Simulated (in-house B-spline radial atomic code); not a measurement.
**Zn¹²⁺: ionisation energy by several methods**

Wanted: one ionisation energy, Zn¹²⁺ to configuration [Ne] 3s2 3p5, up the ladder of functionals.

Program: in-house B-spline radial atomic code version 1. Level of theory: scalar-relativistic (X2C), several functionals, spin-polarised, exact exchange averaged over the configuration; spherical all-electron atom at the radial basis limit. These are calculated values, not measurements, unless marked.

## (1) The system

```
element       : zinc (Z = 30)
charge        : +12
electrons     : 18
configuration : [Ne] 3s2 3p6
nucleus       : Fermi, rms radius 3.928 fm
```

The outer shells:

[Ne] 3s2 3p6
```
[Ne] core
3s [↑↓]
3p [↑↓][↑↓][↑↓]
```

Where spins are not typed, each open shell is filled with up spins first.

## (2) PBE0, a global hybrid

Input settings:

```ini
Z = 30
electrons = 18.0
configuration = [Ne] 3s2 3p6
hamiltonian = x2c
method = pbe0
spin_polarised = True
nucleus = fermi
rms_radius = 3.9283
mass_number = 64
atomic_mass = 63.929141776
speed_of_light = 137.035999084
exact_exchange = averaged over the configuration
```

Command:

```console
python run_scf.py task.json out
```

The settings of every run stand in task.json; they run in order.

## (3) B97-1, a global hybrid

The settings differ from step 2 so:

```diff
@@ -4,3 +4,3 @@
 hamiltonian = x2c
-method = pbe0
+method = b97_1
 spin_polarised = True
```

## (4) LC-ωPBE, a range-separated hybrid

The settings differ from step 3 so:

```diff
@@ -4,3 +4,3 @@
 hamiltonian = x2c
-method = b97_1
+method = lc_wpbe
 spin_polarised = True
```

**Question.** The tabulated ionisation energy is 417.6 ± 1.2 eV (semi-empirical; NIST Atomic Spectra Database). What does each method give, and which comes nearest?

The runs gave:

| method | rung | total energy (hartree) | ΔSCF (eV) | −ε highest (eV) | ΔSCF less tabulated (eV) |
| --- | --- | --- | --- | --- | --- |
| PBE0 | global hybrid | -1734.8503 | 419.18 | 406.20 (3p up) | +1.58 |
| B97-1 | global hybrid | -1735.0007 | 419.17 | 405.36 (3p up) | +1.57 |
| LC-ωPBE | range-separated hybrid | -1734.8644 | 419.09 | 407.30 (3p up) | +1.49 |

The tabulated ionisation energy is 417.6 ± 1.2 eV (semi-empirical; NIST Atomic Spectra Database). LC-ωPBE comes nearest (+1.49 eV) and PBE0 is farthest (+1.58 eV, 0.38 %). All methods miss on the same side by much the same amount, which points to something that they share. Relativistic terms that these runs lack can be as large as the gaps between close methods, so the nearest may be so by luck. Open shells are averaged (over orientations, and over spins where the run is restricted), while tables refer to the lowest levels.
